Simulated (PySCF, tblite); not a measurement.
**C7H10S: a rotation path, then NMR shifts on frames**

How do NMR shifts of C7H10S (`CC(=S)[C@@H]1CC12CC2`) change as the atoms move?

Computed with tblite 0.8.0 and PySCF 2.14.0, with density-fitted response routines of our own, on a single molecule in the gas phase. Atoms count from 0, in the outputs and in this text.

## 1. The molecule as given

18 atoms, charge 0, multiplicity 1; geometry from: GFN2-xTB.

Bonds of the start (Å): C0–C1 1.49, C1–S2 1.63, C1–C3 1.46, C3–C4 1.53, C4–C5 1.46, C5–C6 1.47, C6–C7 1.51, C5–C3 1.50, C7–C5 1.48, C0–H8 1.09, C0–H9 1.09, C0–H10 1.09, C3–H11 1.09, C4–H12 1.08, C4–H13 1.08, C6–H14 1.08, C6–H15 1.08, C7–H16 1.08, C7–H17 1.08.

## 2. A band between two rotamers with GFN2-xTB

Job settings and geometry (Å):

```
{"job": {"kind": "neb", "xc": "GFN2-xTB", "basis": "xTB", "atoms": [0, 1, 3, 4], "turn": 120}, "charge": 0, "multiplicity": 1}
C      2.568829     0.948915    -0.074394
C      1.431711     0.079507    -0.496289
S      1.288739    -0.428947    -2.040354
C      0.458856    -0.270020     0.533119
C     -0.295358    -1.600395     0.450066
C     -0.998870    -0.347510     0.173879
C     -1.852406     0.231123    -0.880696
C     -2.226099     0.366433     0.580537
H      2.192248     1.880773     0.349218
H      3.152798     0.448120     0.698906
H      3.214024     1.173698    -0.919288
H      0.696760     0.091737     1.528322
H     -0.044977    -2.238209    -0.386113
H     -0.476370    -2.120225     1.379804
H     -1.503900     1.108626    -1.405666
H     -2.424992    -0.443118    -1.499922
H     -2.132375     1.339232     1.041600
H     -3.057378    -0.213421     0.955612
```

Level: GFN2-xTB climbing-image nudged elastic band, gas phase.

Command:

```bash
> OMP_NUM_THREADS=1 python probes_run.py task.json out
```

This one command runs all jobs of the session in turn.

What it wrote:

```text
image   E - E0 / eV
  0       0.0000
  1       0.0339
  2       0.1123
  3       0.1821
  4       0.2067
  5       0.1901
  6       0.1268
  7       0.0496
  8       0.0096
```

Run time: 3.8 s. Hardware: 1 thread of Arm Neoverse V1, shared host; peak memory 0.18 GiB.

The final band, with the dihedral C0–C1–C3–C4:

| image | dihedral (°) | energy (eV) | energy (kcal/mol) |
| --- | --- | --- | --- |
| 0 | -150 | 0.000 | 0.0 |
| 1 | -127 | 0.034 | 0.8 |
| 2 | -103 | 0.112 | 2.6 |
| 3 | -81 | 0.182 | 4.2 |
| 4 | -59 | 0.207 | 4.8 |
| 5 | -38 | 0.190 | 4.4 |
| 6 | -16 | 0.127 | 2.9 |
| 7 | 5 | 0.050 | 1.1 |
| 8 | 25 | 0.010 | 0.2 |

## 3. Shielding tensors: image 0, PBE0/pcSseg-1

Job settings and geometry (Å):

```
{"job": {"kind": "nmr", "xc": "PBE0", "basis": "pcSseg-1", "pop": false}, "charge": 0, "multiplicity": 1}
C      2.568800     0.948900    -0.074400
C      1.431700     0.079500    -0.496300
S      1.288700    -0.428900    -2.040400
C      0.458900    -0.270000     0.533100
C     -0.295400    -1.600400     0.450100
C     -0.998900    -0.347500     0.173900
C     -1.852400     0.231100    -0.880700
C     -2.226100     0.366400     0.580500
H      2.192200     1.880800     0.349200
H      3.152800     0.448100     0.698900
H      3.214000     1.173700    -0.919300
H      0.696800     0.091700     1.528300
H     -0.045000    -2.238200    -0.386100
H     -0.476400    -2.120200     1.379800
H     -1.503900     1.108600    -1.405700
H     -2.425000    -0.443100    -1.499900
H     -2.132400     1.339200     1.041600
H     -3.057400    -0.213400     0.955600
```

Level: GIAO PBE0/pcSseg-1 NMR shielding, non-relativistic, gas phase.

What it wrote:

```text
coarse grid: 15432 points
cycle   1  E = -670.2523314682  dE =  1.322e+00  |g| = 4.116e-01  |ddm| = 3.951e+00
cycle   2  E = -670.2121745055  dE =  4.016e-02  |g| = 5.921e-01  |ddm| = 1.174e+00
cycle   3  E = -670.2979942598  dE = -8.582e-02  |g| = 1.577e-01  |ddm| = 8.212e-01
cycle   4  E = -670.3044025779  dE = -6.408e-03  |g| = 3.851e-02  |ddm| = 2.343e-01
cycle   5  E = -670.3047890021  dE = -3.864e-04  |g| = 1.112e-02  |ddm| = 6.956e-02
cycle   6  E = -670.3048208717  dE = -3.187e-05  |g| = 2.999e-03  |ddm| = 1.617e-02
cycle   7  E = -670.3048228068  dE = -1.935e-06  |g| = 6.764e-04  |ddm| = 3.506e-03
final grid: 143928 points
cycle   8  E = -670.3548554171  dE = -3.295e-05  |g| = 1.103e-02  |ddm| = 3.764e-02
cycle   9  E = -670.3547855937  dE =  6.982e-05  |g| = 1.912e-02  |ddm| = 3.429e-02
cycle  10  E = -670.3548858518  dE = -1.003e-04  |g| = 3.171e-03  |ddm| = 2.654e-02
cycle  11  E = -670.3548884895  dE = -2.638e-06  |g| = 2.778e-04  |ddm| = 3.677e-03
cycle  12  E = -670.3548885055  dE = -1.606e-08  |g| = 1.460e-04  |ddm| = 5.169e-04
cycle  13  E = -670.3548885102  dE = -4.705e-09  |g| = 3.663e-05  |ddm| = 1.613e-04
cycle  14  E = -670.3548885106  dE = -3.806e-10  |g| = 9.689e-06  |ddm| = 6.891e-05
converged SCF energy = -670.3548885106

GIAO shielding tensors (ppm)
atom      isotropic    diamagn.    paramagn.     s11        s22        s33       span
  0 C      140.918     247.716    -106.798    118.680    120.096    183.977     65.297
  1 C      -84.228     258.688    -342.916   -246.168   -147.611    141.096    387.263
  2 S     -327.482    1058.792   -1386.273  -1372.235   -300.341    690.132   2062.367
  3 C      143.469     251.483    -108.014     91.703    144.764    193.940    102.238
  4 C      154.612     252.334     -97.722    124.902    160.729    178.206     53.304
  5 C      149.409     253.439    -104.030     79.271    172.565    196.391    117.120
  6 C      176.537     250.374     -73.837    145.701    174.995    208.915     63.214
  7 C      172.898     252.787     -79.889    149.741    171.497    197.455     47.714
  8 H       28.822      29.632      -0.809     25.497     28.338     32.632      7.134
  9 H       28.611      28.384       0.227     25.156     27.826     32.850      7.694
 10 H       28.490      29.082      -0.592     24.321     28.421     32.728      8.407
 11 H       28.662      34.192      -5.530     22.468     28.940     34.577     12.110
 12 H       29.765      32.054      -2.289     23.857     28.698     36.740     12.884
 13 H       29.971      31.676      -1.706     24.656     26.293     38.963     14.306
 14 H       30.903      31.330      -0.427     26.133     28.048     38.528     12.395
 15 H       30.768      29.889       0.878     25.718     26.387     40.198     14.480
 16 H       30.637      31.436      -0.799     24.664     27.979     39.268     14.604
 17 H       30.691      30.038       0.653     24.978     26.922     40.174     15.196
```

Wall time 30 s (1 thread of Arm Neoverse V1, shared host); peak memory 1 GiB.

The references, computed at this level on geometries of the same kind, shield at (ppm): 1H TMS 31.72, 13C TMS 186.9, 33S CS2 504. Their shielding less the atom's gives the shift. The references are single molecules in the gas phase. Each atom is listed at this fixed geometry, with no averaging over motion; a spectrum would average atoms that exchange fast.

| atoms | environment | σ (ppm) | δ (ppm) |
| --- | --- | --- | --- |
| C1 | thiocarbonyl carbon | -84.2 | 271.2 |
| C0 | methyl carbon | 140.9 | 46.0 |
| C3 | three-membered-ring carbon | 143.5 | 43.5 |
| C5 | three-membered-ring carbon | 149.4 | 37.5 |
| C4 | three-membered-ring carbon | 154.6 | 32.3 |
| C7 | three-membered-ring carbon | 172.9 | 14.0 |
| C6 | three-membered-ring carbon | 176.5 | 10.4 |
| H10 | hydrogen on a methyl carbon | 28.49 | 3.23 |
| H9 | hydrogen on a methyl carbon | 28.61 | 3.11 |
| H11 | hydrogen on a three-membered-ring carbon | 28.66 | 3.06 |
| H8 | hydrogen on a methyl carbon | 28.82 | 2.89 |
| H12 | hydrogen on a three-membered-ring carbon | 29.77 | 1.95 |
| H13 | hydrogen on a three-membered-ring carbon | 29.97 | 1.75 |
| H16 | hydrogen on a three-membered-ring carbon | 30.64 | 1.08 |
| H17 | hydrogen on a three-membered-ring carbon | 30.69 | 1.03 |
| H15 | hydrogen on a three-membered-ring carbon | 30.77 | 0.95 |
| H14 | hydrogen on a three-membered-ring carbon | 30.90 | 0.81 |
| S2 | thione sulfur | -327 | 831 |

Ring of atoms C3, C4, C5: NICS(0) -40.0, NICS(1) -6.3, NICS(1)zz -20.3 ppm (means of both faces).

In rings of three or four atoms NICS is ruled by the nearby σ bonds, so it says little on aromaticity.

Ring of atoms C5, C6, C7: NICS(0) -38.3, NICS(1) -6.8, NICS(1)zz -18.9 ppm (means of both faces).

In rings of three or four atoms NICS is ruled by the nearby σ bonds, so it says little on aromaticity.

## 4. NMR shieldings: image 2, PBE0/pcSseg-1

Job settings and geometry (Å):

```
{"job": {"kind": "nmr", "xc": "PBE0", "basis": "pcSseg-1", "pop": false}, "charge": 0, "multiplicity": 1}
C      2.764300     0.614000    -0.049000
C      1.354700     0.464300    -0.513400
S      0.980600     0.637200    -2.088800
C      0.365100     0.110600     0.513500
C     -0.142200    -1.338900     0.575800
C     -1.036800    -0.244500     0.167000
C     -1.979200     0.014800    -0.940100
C     -2.397400     0.235900     0.495300
H      2.839100     1.337100     0.761400
H      3.114200    -0.346900     0.331700
H      3.405400     0.922000    -0.870600
H      0.555000     0.565200     1.482400
H      0.220000    -2.022800    -0.178500
H     -0.244900    -1.777500     1.558700
H     -1.814900     0.877800    -1.565800
H     -2.380800    -0.836200    -1.469600
H     -2.516100     1.253900     0.837300
H     -3.095000    -0.459500     0.941000
```

Method: GIAO PBE0/pcSseg-1 NMR shielding, non-relativistic, gas phase.

What it wrote:

```text
coarse grid: 15432 points
cycle   1  E = -670.2449767528  dE =  1.320e+00  |g| = 4.203e-01  |ddm| = 3.966e+00
cycle   2  E = -670.2002792432  dE =  4.470e-02  |g| = 6.134e-01  |ddm| = 1.198e+00
cycle   3  E = -670.2922958597  dE = -9.202e-02  |g| = 1.590e-01  |ddm| = 8.450e-01
cycle   4  E = -670.2987665075  dE = -6.471e-03  |g| = 4.029e-02  |ddm| = 2.381e-01
cycle   5  E = -670.2991904236  dE = -4.239e-04  |g| = 1.188e-02  |ddm| = 7.310e-02
cycle   6  E = -670.2992265256  dE = -3.610e-05  |g| = 2.661e-03  |ddm| = 1.635e-02
cycle   7  E = -670.2992279852  dE = -1.460e-06  |g| = 7.116e-04  |ddm| = 3.336e-03
final grid: 143928 points
cycle   8  E = -670.3495161447  dE = -3.144e-05  |g| = 1.138e-02  |ddm| = 3.515e-02
cycle   9  E = -670.3494429058  dE =  7.324e-05  |g| = 1.963e-02  |ddm| = 3.538e-02
cycle  10  E = -670.3495483029  dE = -1.054e-04  |g| = 3.375e-03  |ddm| = 2.747e-02
cycle  11  E = -670.3495512994  dE = -2.996e-06  |g| = 2.643e-04  |ddm| = 3.889e-03
cycle  12  E = -670.3495513142  dE = -1.479e-08  |g| = 1.356e-04  |ddm| = 5.160e-04
cycle  13  E = -670.3495513182  dE = -4.064e-09  |g| = 3.389e-05  |ddm| = 1.540e-04
cycle  14  E = -670.3495513185  dE = -3.208e-10  |g| = 9.013e-06  |ddm| = 6.510e-05
converged SCF energy = -670.3495513185

GIAO shielding tensors (ppm)
atom      isotropic    diamagn.    paramagn.     s11        s22        s33       span
  0 C      141.370     247.220    -105.850    118.137    121.080    184.893     66.756
  1 C      -89.645     257.561    -347.206   -254.309   -151.878    137.252    391.561
  2 S     -442.447    1058.790   -1501.238  -1646.974   -338.678    658.310   2305.284
  3 C      148.775     250.777    -102.002    110.076    139.187    197.061     86.985
  4 C      159.142     251.901     -92.759    132.925    162.083    182.418     49.492
  5 C      164.654     253.245     -88.591    104.213    187.389    202.359     98.146
  6 C      174.069     250.197     -76.128    142.289    175.648    204.270     61.981
  7 C      177.821     252.813     -74.992    151.544    175.152    206.766     55.222
  8 H       28.632      28.677      -0.045     25.151     28.271     32.474      7.323
  9 H       28.582      28.571       0.011     25.106     28.152     32.489      7.383
 10 H       28.428      28.929      -0.501     24.398     28.502     32.385      7.987
 11 H       28.914      33.279      -4.365     22.685     28.755     35.301     12.616
 12 H       30.804      32.368      -1.564     26.053     28.342     38.016     11.962
 13 H       30.137      32.068      -1.931     25.506     26.212     38.694     13.188
 14 H       29.627      31.036      -1.409     23.662     27.248     37.972     14.310
 15 H       30.661      30.072       0.589     25.380     27.247     39.356     13.976
 16 H       30.875      31.169      -0.294     24.927     27.784     39.914     14.987
 17 H       30.878      30.094       0.784     25.193     27.156     40.285     15.092
```

It took 30 s on 1 thread of Arm Neoverse V1, shared host; peak memory 0.88 GiB.

Key values: δ C1 276.6, C0 45.6, C3 38.2, C4 27.8, H10 3.29, H9 3.13 ppm.

[end of part 1 of 2]
